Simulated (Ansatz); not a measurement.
Write a Python script for Ansatz's Python interface that makes a relaxed scan of one distance of Br2Mg, SMILES [Br][Mg][Br]. Settings (for the species named): Hartree-Fock, def2-SVP basis, multiplicity 1.

The script reads `br2mg.xyz`:
```text
3

Br   -2.05050    0.95080   -1.02730
Mg   -0.01140   -0.00900   -0.00430
Br    2.05090   -1.00650    1.01830
```

`relaxed_scan.py`:
```python
# -*- coding: utf-8 -*-
'''Relaxed scan of one distance in Br2Mg.'''

import ansatz as az
import numpy as np

br2mg = az.Crystal.molecule_from_extxyz('br2mg.xyz')

calculation = (
    br2mg.calculation()
    .basis(gaussian='def2-SVP')
    .functional('hf')
)
symbols = [site.symbol for site in br2mg.cartesian_sites]
pairs = [(0, 1), (1, 2)]
print('held (A)   E (eV)        ', '  '.join(f'{symbols[i]}{i}-{symbols[j]}{j}' for i, j in pairs))
for length in [2.28, 2.48, 2.67, 2.97, 3.34]:
    data = calculation.relax(constraints=[az.DistanceConstraint((0, 1), at=length)], force_tolerance=0.02, max_steps=60).run().report
    xyz = np.array(data['positions_ang'])
    print(f'{length:6.2f} {data["free_energy_ev"]:14.5f}  ', '  '.join(f'{np.linalg.norm(xyz[i] - xyz[j]):.3f}' for i, j in pairs))
```

Running `python relaxed_scan.py` prints:
```text
held (A)   E (eV)         Br0-Mg1  Mg1-Br2
DeckWarning: relax.constraints: the input's atoms, or those drawn, lie off the distances that are held; a relaxation that starts there is brought onto them ahead of its first SCF, by positions alone, [...]
  2.28  -145415.22611   2.280  2.352
  2.48  -145415.17552   2.480  2.347
  2.67  -145414.85721   2.670  2.342
  2.97  -145414.14195   2.970  2.336
  3.34  -145413.20638   3.340  2.330
```
(Warnings from the package without file and line, shortened, repeats left out.)

Caveats:
- Total energies depend on the basis set; only differences at equal settings carry meaning.
- The energies are electronic: no zero-point or thermal terms, and the basis set is short of its limit.
- Finished in 67 s on 1 thread of AMD EPYC 7R43 64-Core Processor (Zen 3), with other jobs on the host, peak memory 0.24 GiB.

(A comment or docstring line of the script was reworded after the run, the code is as it ran; lines on the test bed's own set-up are left out of the output.)
